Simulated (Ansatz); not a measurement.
# Ru (Ruthenium): how the settings move a relaxation

How sensitive is a relaxation of Ru (Ruthenium) to its settings? A reference run comes first, then one run with altered input.

Computed with Ansatz 0.2.0 (reference: DFT, r2SCAN, PAW with Ansatz's default frozen-core files, scalar-relativistic; relaxation of cell and atoms, unless a step's input says otherwise).

**1. The system as given**

The structure is hexagonal, space group P6_3/mmc (No. 194). The conventional cell has a = 2.706 Å, b = 2.706 Å, c = 4.282 Å, α = 90.00°, β = 90.00°, γ = 120.00°. Ru (site symmetry -6m2) is surrounded by 12 Ru at 2.65 to 2.71 Å.

As a file:

```
Ru
1.0
     2.70580    0.00000    0.00000
    -1.35290    2.34329    0.00000
     0.00000    0.00000    4.28190
Ru
2
Direct
  0.33333 0.66667 0.25000
  0.66667 0.33333 0.75000
```

**2. Baseline**

The input, input.yaml:

```yaml
crystal:
  lattice:
    - [2.70580000002, 0.0, 0.0]
    - [-1.35290000001, 2.34329153757, 0.0]
    - [0.0, 0.0, 4.2819]
  atoms:
    - { symbol: Ru, position: [0.333333333333, 0.666666666667, 0.25] }
    - { symbol: Ru, position: [0.666666666667, 0.333333333333, 0.75] }
kpoints:
  mp_grid: { grid: [14, 14, 8] }
scf:
  occupations: { method: fermi_dirac, width: 0.05 }
hamiltonian:
  xc: r2scan
  pseudopotentials: { kind: paw }
relax:
  f_tol: 0.002
  max_steps: 80
  cell: {}
output:
  forces: true
  stress: true
  write_density: true
  write_potential: true
  elf: true
  volumetric_format: npy
```

Run with:

```
$ ansatz run input.yaml --threads 1 --pin off --max-ram 3072MiB --backend cpu --events-out ev --progress --plain --runs-dir out
```

From the output:

```text
[...]
Basis set: ecut = 500 eV, 687 PW (Γ), exchange–correlation on 80×80×128 points (64 copies of the dense FFT grid, shifted against one another)
[...]
k-points: 120 of 1568
[...]
SCF iter   1: F=—  HF=-11781.386688 eV  |F-HF|=—  |Δ(HF+E_count)|=         —  Δρ=1.09e-2  dr2=1.00e-2  dr2_τ=1.42e-2  ethr=1.77e-3  ⟨swp⟩=5.0  Hψ=9774  notcnv=0
preconditioner: auto → none  [metal: Δε(μ)=0.016 eV  Ē_g=6.106 eV  σ=0.050 eV  W_gap=0.08  n_scr=8 (ndim 8)  ℏωp=28.5 eV  f_vac=0.000  D(μ)=2.05/eV (n_scr^D=22)  sad-step TF]
SCF iter   2: F=—  HF=-11781.408352 eV  |F-HF|=—  |Δ(HF+E_count)|=   2.17e-2  Δρ=6.03e-3  dr2=2.50e-3  dr2_τ=1.99e-4  ethr=3.13e-5  ⟨swp⟩=2.0  Hψ=5743  notcnv=0  defer=4
[...]
relax step   1: F+E_penalty+E_count = -11781.41160266 eV  Δ(F+E_penalty+E_count) = +0.000e0 eV  max|allowed force component| = 9.252e-18 eV/Å  Δτ_max = 0.0000 Å  P = -1.986 GPa  Ω = 27.149 Å³  (6 SCF iters, dr2 threshold 1.00e-7 eV, accepted)
[...]
relax step   2: F+E_penalty+E_count = -11781.41196562 eV  Δ(F+E_penalty+E_count) = -3.630e-4 eV  max|allowed force component| = 3.701e-17 eV/Å  Δτ_max = 0.0000 Å  P = +2.200 GPa  Ω = 26.826 Å³  energy of the carried Pulay correction = +2.047e-4 eV  (7 SCF iter
[...]
relax step   3: F+E_penalty+E_count = -11781.41328414 eV  Δ(F+E_penalty+E_count) = -1.319e-3 eV  max|allowed force component| = 1.295e-16 eV/Å  Δτ_max = 0.0000 Å  P = -0.046 GPa  Ω = 26.997 Å³  energy of the carried Pulay correction = +9.578e-5 eV  (6 SCF iter
[...]
relax step   4: F+E_penalty+E_count = -11781.41328704 eV  Δ(F+E_penalty+E_count) = -2.902e-6 eV  max|allowed force component| = 1.966e-17 eV/Å  Δτ_max = 0.0000 Å  P = +0.000 GPa  Ω = 26.994 Å³  energy of the carried Pulay correction = +9.807e-5 eV  (4 SCF iter
[...]
SCF iter   3: F=—  HF=-11781.413186 eV  |F-HF|=—  |Δ(HF+E_count)|=   6.94e-9  Δρ=1.77e-6  dr2=2.39e-10  dr2_τ=1.47e-10  ethr=1.12e-11  ⟨swp⟩=2.1  Hψ=3607  notcnv=0
SCF iter   4: F=-11781.413186 eV  HF=-11781.413186 eV  |F-HF|=1.82e-11  |Δ(HF+E_count)|=  1.60e-10  Δρ=3.98e-7  dr2=7.02e-12  dr2_τ=8.64e-12  ethr=1.00e-12  ⟨swp⟩=4.0  Hψ=12326  notcnv=0
[...]
relax step   5: F+E_penalty+E_count = -11781.41318606 eV  Δ(F+E_penalty+E_count) = +1.010e-4 eV  max|allowed force component| = 2.776e-17 eV/Å  Δτ_max = 0.0000 Å  P = -0.004 GPa  Ω = 26.994 Å³  stress off target by 7.04e-3 GPa  SCF on the basis re-selected at 
[...]
SCF converged after 4 iterations
Free energy (F): -11781.413186 eV
[...]
E sigma→0 (E₀):  -11781.405345 eV
[...]
Fermi energy:    23.554636 eV
[...]
  P = ⅓ Tr σ = -0.0035 GPa (-0.035 kbar)
[...]
--- Relaxed structure (4 steps of the walk, 4 accepted, 1 SCFs on fresh bases) ---
[...]
```

Run time: 9.8 s. Hardware: 1 thread of AMD EPYC 9R45 (Zen 5), shared host; peak memory 0.49 GiB.

**3. Variant: occupations.method cold, occupations.width 0.01, xc_grid 1**

input.yaml: that of step 2 with these lines changed.

```diff
@@ -11,3 +11,3 @@
 scf:
-  occupations: { method: fermi_dirac, width: 0.05 }
+  occupations: { method: cold, width: 0.01 }
 hamiltonian:
@@ -22,5 +22,3 @@
   stress: true
-  write_density: true
-  write_potential: true
-  elf: true
-  volumetric_format: npy
+basis:
+  xc_grid: 1
```

Run with:

```
$ ansatz run input.yaml --threads 1 --pin off --max-ram 3072MiB --backend cpu --events-out ev --progress --plain --runs-dir out
```

Standard output:

```text
Engine: ansatz 0.2.0
Pseudopotentials: kind: paw
Pseudopotential: Ru, paw, valence charge 16, recommended cutoff 500 eV (meta_gga), Ru.paw.azcp
Functional definition: r2SCAN
  parameter k0 = 0.174
  parameter k1 = 0.065
  parameter a1 = 4.9479
  exchange = r2scan_x(k0 = k0, k1 = k1, a1 = a1)
  correlation = r2scan_c
Crystal: 2 atoms, lattice volume = 27.149 Å³
Basis set: ecut = 500 eV, 687 PW (Γ)
Bands: 20, of which v1, the nominal top of the filled ones, is band 16 counted from 1 (15 counted from 0)
Symmetry: 24 space group operations
Space group: P63/mmc (ITA 194), of the structure as read, at distance tolerance 3.0e-5 Å
k-points: 120 of 1568
Non-local potential: Ru, projectors of the file, l = 0: 3, l = 1: 2, l = 2: 2, l = 3: 1
PAW form: soft (Blöchl's): semilocal exchange-correlation on the pseudo side does not see the compensation charge
PAW frozen core: Ru, regenerated for the run's functional (the file was generated under x = pbe(κ = 0.804, μ = 0.2195149727645171), c = pbe(β = 0.06672455060314922))
PAW one-centre angular grid: Ru, 590 points (default); XC on 160 Gauss nodes
Initial density: superposition of atomic densities (neutral atoms: chi_scale 0, normalization atom), corrected by the library's trained network
Initial wavefunctions: pseudopotential atomic-orbital guess
Functional: x = r2scan, c = r2scan; τ floored in thin density (d = 2e-4 eV/Å³)
SCF iter   1: F=—  HF=-11781.377347 eV  |F-HF|=—  |Δ(HF+E_count)|=         —  Δρ=1.09e-2  dr2=9.65e-3  dr2_τ=1.41e-2  ethr=1.77e-3  ⟨swp⟩=5.7  Hψ=9848  notcnv=0
preconditioner: auto → none  [metal: Δε(μ)=0.006 eV  Ē_g=6.097 eV  σ=0.010 eV  W_gap=0.45  n_scr=8 (ndim 8)  ℏωp=28.5 eV  f_vac=0.000  D(μ)=3.04/eV (n_scr^D=36)  sad-step TF]
SCF iter   2: F=—  HF=-11781.399582 eV  |F-HF|=—  |Δ(HF+E_count)|=   2.22e-2  S|Δr|=    0.00e0  Δρ=6.09e-3  dr2=2.55e-3  dr2_τ=2.01e-4  ethr=3.02e-5  ⟨swp⟩=2.1  Hψ=5716  notcnv=0  defer=42
SCF iter   3: F=—  HF=-11781.402694 eV  |F-HF|=—  |Δ(HF+E_count)|=   3.11e-3  S|Δr|=    0.00e0  Δρ=1.11e-3  dr2=2.05e-4  dr2_τ=3.88e-5  ethr=7.98e-6  ⟨swp⟩=2.0  Hψ=3757  notcnv=0  defer=42
SCF iter   4: F=—  HF=-11781.402803 eV  |F-HF|=—  |Δ(HF+E_count)|=   1.09e-4  S|Δr|=    0.00e0  Δρ=2.76e-4  dr2=1.04e-5  dr2_τ=1.99e-6  ethr=6.40e-7  ⟨swp⟩=2.1  Hψ=4410  notcnv=0  defer=42
SCF iter   5: F=—  HF=-11781.402833 eV  |F-HF|=—  |Δ(HF+E_count)|=   2.95e-5  S|Δr|=    0.00e0  Δρ=7.30e-5  dr2=4.71e-7  dr2_τ=1.41e-7  ethr=3.23e-8  ⟨swp⟩=2.0  Hψ=4259  notcnv=0  defer=42
SCF iter   6: F=-11781.402834 eV  HF=-11781.402834 eV  |F-HF|=2.82e-8  |Δ(HF+E_count)|=   1.48e-6  S|Δr|=    0.00e0  Δρ=1.40e-5  dr2=2.16e-8  dr2_τ=2.44e-9  ethr=3.13e-10  ⟨swp⟩=5.0  Hψ=9570  notcnv=0
SCF 1 converged in 6 iterations: F = -11781.402834 eV  dr2 = 2.16e-8
relax step   1: F+E_penalty+E_count = -11781.40283424 eV  Δ(F+E_penalty+E_count) = +0.000e0 eV  max|allowed force component| = 1.156e-17 eV/Å  Δτ_max = 0.0000 Å  P = -2.076 GPa  Ω = 27.149 Å³  (6 SCF iters, dr2 threshold 1.00e-7 eV, accepted)
Crystal: 2 atoms, lattice volume = 26.816 Å³
Initial density: handed on by an earlier stage of this run
Initial wavefunctions: those handed on with the density
iter 1 solved again at ethr=2.17e-6 eV; its pass at ethr=3.10e-3 eV (dr2=6.95e-4 eV) is discarded
SCF iter   1: F=—  HF=-11781.391438 eV  |F-HF|=—  |Δ(HF+E_count)|=         —  Δρ=1.55e-3  dr2=5.62e-4  dr2_τ=1.17e-2  ethr=2.17e-6  ⟨swp⟩=2.0  Hψ=14743  notcnv=0
preconditioner: auto → none  [insulator: Δε(μ)=0.016 eV  Ē_g=6.201 eV  σ=0.010 eV  W_gap=0.91  n_scr=8 (ndim 8)  ℏωp=28.7 eV  f_vac=0.000  D(μ)=1.32/eV (n_scr^D=10)  ε∞_Penn≈22.4]
SCF iter   2: F=—  HF=-11781.403128 eV  |F-HF|=—  |Δ(HF+E_count)|=   1.17e-2  S|Δr|=    0.00e0  Δρ=9.61e-4  dr2=1.49e-4  dr2_τ=3.34e-5  ethr=1.76e-6  ⟨swp⟩=2.0  Hψ=4803  notcnv=0
SCF iter   3: F=—  HF=-11781.403104 eV  |F-HF|=—  |Δ(HF+E_count)|=   2.42e-5  S|Δr|=    0.00e0  Δρ=4.38e-4  dr2=1.61e-5  dr2_τ=2.60e-6  ethr=4.66e-7  ⟨swp⟩=2.1  Hψ=3408  notcnv=0
SCF iter   4: F=—  HF=-11781.403121 eV  |F-HF|=—  |Δ(HF+E_count)|=   1.68e-5  S|Δr|=    0.00e0  Δρ=1.00e-4  dr2=1.97e-6  dr2_τ=2.75e-7  ethr=5.05e-8  ⟨swp⟩=2.0  Hψ=4010  notcnv=0
SCF iter   5: F=—  HF=-11781.403121 eV  |F-HF|=—  |Δ(HF+E_count)|=   6.57e-8  S|Δr|=    0.00e0  Δρ=4.14e-5  dr2=4.27e-7  dr2_τ=1.98e-8  ethr=6.15e-9  ⟨swp⟩=2.2  Hψ=4076  notcnv=0
SCF iter   6: F=-11781.403121 eV  HF=-11781.403121 eV  |F-HF|=3.43e-8  |Δ(HF+E_count)|=   9.24e-8  S|Δr|=    0.00e0  Δρ=1.70e-5  dr2=6.78e-8  dr2_τ=3.53e-9  ethr=6.25e-10  ⟨swp⟩=4.0  Hψ=7685  notcnv=0
SCF 2 converged in 6 iterations: F = -11781.403121 eV  dr2 = 6.78e-8
relax step   2: F+E_penalty+E_count = -11781.40312081 eV  Δ(F+E_penalty+E_count) = -2.866e-4 eV  max|allowed force component| = 4.395e-17 eV/Å  Δτ_max = 0.0000 Å  P = +2.283 GPa  Ω = 26.816 Å³  energy of the carried Pulay correction = +2.103e-4 eV  (6 SCF iters, dr2 threshold 2.00e-7 eV, accepted)
Crystal: 2 atoms, lattice volume = 26.992 Å³
iter 1 solved again at ethr=4.45e-7 eV; its pass at ethr=3.10e-3 eV (dr2=1.42e-4 eV) is discarded
SCF iter   1: F=—  HF=-11781.401742 eV  |F-HF|=—  |Δ(HF+E_count)|=         —  Δρ=8.66e-4  dr2=1.84e-4  dr2_τ=3.06e-3  ethr=4.45e-7  ⟨swp⟩=3.2  Hψ=13976  notcnv=0
preconditioner: auto → none  [insulator: Δε(μ)=0.026 eV  Ē_g=6.127 eV  σ=0.010 eV  W_gap=0.88  n_scr=8 (ndim 8)  ℏωp=28.6 eV  f_vac=0.000  D(μ)=1.01/eV (n_scr^D=2)  ε∞_Penn≈22.8]
SCF iter   2: F=—  HF=-11781.404990 eV  |F-HF|=—  |Δ(HF+E_count)|=   3.25e-3  S|Δr|=    0.00e0  Δρ=5.74e-4  dr2=5.91e-5  dr2_τ=1.28e-5  ethr=4.45e-7  ⟨swp⟩=2.0  Hψ=4801  notcnv=0
SCF iter   3: F=—  HF=-11781.404977 eV  |F-HF|=—  |Δ(HF+E_count)|=   1.34e-5  S|Δr|=    0.00e0  Δρ=2.51e-4  dr2=6.51e-6  dr2_τ=9.97e-7  ethr=1.85e-7  ⟨swp⟩=2.1  Hψ=3449  notcnv=0
SCF iter   4: F=—  HF=-11781.404982 eV  |F-HF|=—  |Δ(HF+E_count)|=   4.64e-6  S|Δr|=    0.00e0  Δρ=6.74e-5  dr2=1.05e-6  dr2_τ=1.02e-7  ethr=2.03e-8  ⟨swp⟩=2.0  Hψ=4064  notcnv=0
SCF iter   5: F=—  HF=-11781.404982 eV  |F-HF|=—  |Δ(HF+E_count)|=   5.94e-8  S|Δr|=    0.00e0  Δρ=3.61e-5  dr2=3.34e-7  dr2_τ=1.37e-8  ethr=6.25e-10  ⟨swp⟩=4.0  Hψ=8652  notcnv=0
SCF iter   6: F=-11781.404981 eV  HF=-11781.404981 eV  |F-HF|=4.02e-8  |Δ(HF+E_count)|=   6.92e-8  S|Δr|=    0.00e0  Δρ=1.68e-5  dr2=6.85e-8  dr2_τ=3.18e-9  ethr=6.25e-10  ⟨swp⟩=4.0  Hψ=7645  notcnv=0
SCF 3 converged in 6 iterations: F = -11781.404981 eV  dr2 = 6.85e-8
relax step   3: F+E_penalty+E_count = -11781.40498145 eV  Δ(F+E_penalty+E_count) = -1.861e-3 eV  max|allowed force component| = 6.939e-18 eV/Å  Δτ_max = 0.0000 Å  P = -0.062 GPa  Ω = 26.992 Å³  energy of the carried Pulay correction = +9.897e-5 eV  (6 SCF iters, dr2 threshold 2.00e-7 eV, accepted)
Crystal: 2 atoms, lattice volume = 26.987 Å³
iter 1 solved again at ethr=6.28e-11 eV; its pass at ethr=3.10e-3 eV (dr2=2.01e-8 eV) is discarded
SCF iter   1: F=—  HF=-11781.404983 eV  |F-HF|=—  |Δ(HF+E_count)|=         —  Δρ=1.12e-5  dr2=2.04e-8  dr2_τ=1.87e-6  ethr=6.28e-11  ⟨swp⟩=3.6  Hψ=14290  notcnv=0
preconditioner: auto → none  [insulator: Δε(μ)=0.026 eV  Ē_g=6.136 eV  σ=0.010 eV  W_gap=0.89  n_scr=8 (ndim 8)  ℏωp=28.6 eV  f_vac=0.000  D(μ)=1.02/eV (n_scr^D=2)  ε∞_Penn≈22.7]
SCF iter   2: F=—  HF=-11781.404986 eV  |F-HF|=—  |Δ(HF+E_count)|=   2.17e-6  S|Δr|=    0.00e0  Δρ=1.34e-5  dr2=3.52e-8  dr2_τ=3.95e-9  ethr=6.28e-11  ⟨swp⟩=2.2  Hψ=4561  notcnv=0
SCF iter   3: F=-11781.404986 eV  HF=-11781.404986 eV  |F-HF|=4.50e-9  |Δ(HF+E_count)|=   8.23e-9  S|Δr|=    0.00e0  Δρ=6.84e-6  dr2=7.04e-9  dr2_τ=9.96e-10  ethr=4.89e-11  ⟨swp⟩=2.5  Hψ=8631  notcnv=0
SCF 4 converged in 3 iterations: F = -11781.404986 eV  dr2 = 7.04e-9
relax step   4: F+E_penalty+E_count = -11781.40498565 eV  Δ(F+E_penalty+E_count) = -4.196e-6 eV  max|allowed force component| = 5.898e-17 eV/Å  Δτ_max = 0.0000 Å  P = +0.001 GPa  Ω = 26.987 Å³  energy of the carried Pulay correction = +1.021e-4 eV  (3 SCF iters, dr2 threshold 1.56e-8 eV, accepted)
Initial wavefunctions: pseudopotential atomic-orbital guess (no wavefunctions were taken with the density)
iter 1 solved again at ethr=1.94e-8 eV; its pass at ethr=3.10e-3 eV (dr2=6.21e-6 eV) is discarded
SCF iter   1: F=—  HF=-11781.404881 eV  |F-HF|=—  |Δ(HF+E_count)|=         —  Δρ=2.45e-5  dr2=2.95e-8  dr2_τ=2.21e-7  ethr=1.94e-8  ⟨swp⟩=3.2  Hψ=17578  notcnv=0
SCF iter   2: F=—  HF=-11781.404882 eV  |F-HF|=—  |Δ(HF+E_count)|=   1.19e-6  S|Δr|=    0.00e0  Δρ=1.07e-5  dr2=4.15e-9  dr2_τ=4.75e-9  ethr=9.22e-11  ⟨swp⟩=2.0  Hψ=4322  notcnv=0
SCF iter   3: F=—  HF=-11781.404882 eV  |F-HF|=—  |Δ(HF+E_count)|=   8.40e-9  S|Δr|=    0.00e0  Δρ=3.83e-6  dr2=5.57e-10  dr2_τ=5.85e-10  ethr=1.30e-11  ⟨swp⟩=2.0  Hψ=3480  notcnv=0
SCF iter   4: F=-11781.404882 eV  HF=-11781.404882 eV  |F-HF|=8.73e-11  |Δ(HF+E_count)|=   1.28e-9  S|Δr|=    0.00e0  Δρ=4.96e-7  dr2=1.22e-11  dr2_τ=1.25e-11  ethr=1.00e-12  ⟨swp⟩=4.3  Hψ=12770  notcnv=0
SCF 5 converged in 4 iterations: F = -11781.404882 eV  dr2 = 1.22e-11
relax step   5: F+E_penalty+E_count = -11781.40488177 eV  Δ(F+E_penalty+E_count) = +1.039e-4 eV  max|allowed force component| = 6.476e-17 eV/Å  Δτ_max = 0.0000 Å  P = -0.003 GPa  Ω = 26.987 Å³  stress off target by 8.64e-3 GPa  SCF on the basis re-selected at this cell (its energy is not comparable with the rows above)  (4 SCF iters)
basis re-selected at this cell: Δ(F+E_penalty+E_count) = +1.039e-4 eV, ΔP = -0.004 GPa vs the last step (what re-selecting the basis moved, of the pressure what is left beyond the Pulay correction that the steps carried, after the strain that the cell walked since its last selection, with what the two solves' SCF thresholds leave and, on support functions, any second-order correction that the steps lacked; it is no measure of the basis error at this ecutwfc). This SCF's stress stands 8.64e-3 GPa from its target on what of the cell is left free (relax.cell.stress_tol is 5.00e-2 GPa) and its largest allowed force component is 6.48e-17 eV/Å (relax.f_tol is 2.00e-3 eV/Å): within both
SCF converged after 4 iterations
Stability not checked: this state was not tested for a lower state beside it, because cold or Methfessel-Paxton smearing, or corrected tetrahedra, fill the levels in a way that the test cannot read (fill_not_monotonic; see scf.lower_state_search)
Free energy (F): -11781.404882 eV
Harris-Foulkes:  -11781.404882 eV  (|F-HF|=8.73e-11)
Internal energy: -11781.404860 eV  (E = F + TS)
E sigma→0 (E₀):  -11781.404874 eV
Entropy (-TS):   -0.000022 eV (-0.011 meV/atom)
Fermi energy:    23.559117 eV
--- Per-component energies (eV) ---
  E_band       = -133.018096
  E_kinetic    = 1028.703646
  E_local      = -2500.991415  (includes V_loc(G=0)·N_el)
  E_nonlocal   = 685.625664
  E_hartree    = 803.442858
  E_xc         = -368.675700
  E_vxc        = -534.131859  (∫ρ·V_xc dr)
  E_paw        = -6957.735303  (= ΣΔE_a)
  E_vpaw       = -456.696817  (= ΣTr[D̂ρ^β])
  E_aug_tail   = 0.000199  (compensation charges beyond the density's cutoff)
  E_vtau       = 37.586667  (kinetic-family band-sum trace: ∫τ·v_τ [+ j·A + Jᵃ·Aᵃ] dr)
  E_ewald      = -4471.152897
  E_core_change = -0.621911  (= ΣΔE_core)
  E_smearing   = -0.000022  (= −TS)
  E_closure    = -0.000000  (closes the sum)
  Σ components = -11781.404882   (vs F -11781.404882, Δ=0.00e0)
--- Forces (eV/Å), atoms counted from 1 ---
  atom   1  Ru    -0.00000000     0.00000000    -0.00000000
  atom   2  Ru     0.00000000    -0.00000000     0.00000000
  max |Σ_I F_I| component: 4.63e-18 eV/Å
--- Stress (GPa, compression-positive) ---
        0.000329       0.000000      -0.000000
        0.000000       0.000329       0.000000
       -0.000000       0.000000      -0.008641
  P = ⅓ Tr σ = -0.0027 GPa (-0.027 kbar)
--- Relaxed structure (4 steps of the walk, 4 accepted, 1 SCFs on fresh bases) ---
  F+E_penalty+E_count = -11781.40488177 eV   max|allowed force component| = 6.476e-17 eV/Å   (the final SCF, on the basis selected at the relaxed cell)
  cell:  # Å, volume = 26.9870 Å³
    - [2.7053420704346576, -6.184138232274499e-33, -2.8897842206890187e-34]
    - [-1.3526710352173288, 2.3428949589232038, 3.4469933476021945e-34]
    - [-2.743831854792521e-34, 5.487663709585042e-34, 4.257737938484296]
  atoms:
    - { symbol: Ru, position: [0.3333333333333333, 0.6666666666666666, 0.24999999999999997] }
    - { symbol: Ru, position: [0.6666666666666667, 0.3333333333333333, 0.7499999999999999] }
```

It took 7.9 s on 1 thread of AMD EPYC 9R45 (Zen 5), shared host; peak memory 0.42 GiB.

Changing the smearing and numerical grids leaves the energy as it was (+0.2 meV/atom).

**4. Side by side**

```tsv
run	ending	energy change	pressure (GPa)	gap (eV)	force (eV/Å)	cycles	time
reference	converged	0	0.0	0.00	0.00	27	9.8 s
1: occupations.method cold, occupations.width 0.01, xc_grid 1	converged	+0.2 meV/atom (σ→0)	0.0	0.00	0.00	25	7.9 s
```

Times don't compare one to one where runs were asked for different outputs or read a saved state (see the inputs); cycles may leave out searches for a lower state.

**Reading.** Changing the smearing and numerical grids leaves the energy as it was (+0.2 meV/atom).
